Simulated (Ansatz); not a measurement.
# AlBH4SSn: the cost of one run

All numbers are computed with Ansatz 0.2.0, driven from Python. Level of theory: r2SCAN0/def2-SVP.

### Step 1. The system

Bond lengths: Sn1–Al2 2.574 Å, Al2–B3 2.162 Å, Al2–S4 2.163 Å, B3–S4 2.014 Å, Sn1–H5 1.787 Å, Sn1–H6 1.782 Å, Sn1–H7 1.782 Å, B3–H8 1.131 Å. Angles: Sn1–Al2–B3 138.9°, Sn1–Al2–S4 151.7°, B3–Al2–S4 55.5°, Al2–Sn1–H5 111.1°, Al2–Sn1–H6 111.6°, Al2–Sn1–H7 111.0°, H5–Sn1–H6 107.8°, H5–Sn1–H7 108.0°, H6–Sn1–H7 107.2°, Al2–B3–S4 62.3°, Al2–B3–H8 136.4°, S4–B3–H8 146.0°, Al2–S4–B3 62.2°.

The script holds or builds the structure itself.

### Step 2. The script

albh4ssn_scan.py

```python
'''Stretching a bond of AlBH4SSn, the rest held rigid.'''

import ansatz
from ase import Atoms
import numpy as np


def main() -> None:
    atoms = Atoms(['Sn', 'Al', 'B', 'S', 'H', 'H', 'H', 'H'], positions=[
        [-0.8544, 1.3527, -0.7317],
        [0.8815, -0.457, -0.1524],
        [0.9955, -2.3117, 0.953],
        [2.6347, -1.1426, 0.9127],
        [-2.0796, 0.7275, -1.8729],
        [-1.7083, 1.9326, 0.7206],
        [-0.0745, 2.7674, -1.4828],
        [0.2973, -2.9259, 1.5976],
    ])
    geometry = ansatz.Crystal.molecule_from_ase(atoms)

    symbols = [site.symbol for site in geometry.cartesian_sites]
    start = np.array([site.position_ang for site in geometry.cartesian_sites])
    axis = (start[1] - start[0]) / np.linalg.norm(start[1] - start[0])
    moving = [1, 2, 3, 7]
    lengths, energies = [2.265, 2.368, 2.471, 2.574, 2.677, 2.78, 2.883, 3.037], []
    for length in lengths:
        xyz = start.copy()
        xyz[moving] += (length - np.linalg.norm(start[1] - start[0])) * axis
        point = ansatz.Crystal.molecule()
        for symbol, place in zip(symbols, xyz):
            point = point.atom(symbol, place.tolist())
        model = (
            point.calculation()
            .basis(gaussian='def2-SVP')
            .functional('r2scan0')
        )
        r = model.run().report
        energies.append(r['free_energy_ev'])
        print(f'r = {length:6.3f} A  E = {energies[-1]:.5f} eV  <S^2> = {abs(r["mean_field"]["state"]["spin_squared"]):.3f}')

    # quartic fit about the minimum
    fit = np.polynomial.Polynomial.fit(lengths, np.array(energies) - min(energies), 4).convert()
    roots = [r.real for r in fit.deriv().roots() if abs(r.imag) < 1e-9 and fit.deriv(2)(r.real) > 0]
    r_e = min(roots, key=lambda r: abs(r - lengths[int(np.argmin(energies))]))
    print(f'minimum of the fit at {r_e:.4f} A, force constant {fit.deriv(2)(r_e):.2f} eV/A^2')


if __name__ == '__main__':
    main()
```

### Step 3. The input behind the calls

The engine receives this input (first run):

```yaml
crystal:
  periodic: [false, false, false]
  atoms:
    - { symbol: Sn, position_ang: [-0.8544, 1.3527, -0.7317] }
    - { symbol: Al, position_ang: [0.6732868528886787, -0.23993488546151392, -0.2218843459425015] }
    - { symbol: B, position_ang: [0.7872868528886788, -2.094634885461514, 0.8835156540574984] }
    - { symbol: S, position_ang: [2.426486852888679, -0.925534885461514, 0.8432156540574984] }
    - { symbol: H, position_ang: [-2.0796, 0.7275, -1.8729] }
    - { symbol: H, position_ang: [-1.7083, 1.9326, 0.7206] }
    - { symbol: H, position_ang: [-0.0745, 2.7674, -1.4828] }
    - { symbol: H, position_ang: [0.08908685288867879, -2.708834885461514, 1.5281156540574985] }
basis:
  gaussian:
    orbitals: def2-SVP
hamiltonian:
  xc: r2scan0
```

### Step 4. Running it

Command:

```
> python albh4ssn_scan.py
```

Q: Estimate wall time and peak memory on 1 thread of Arm Neoverse V1, shared host.

About 64 s, with a peak of 0.3 GiB.
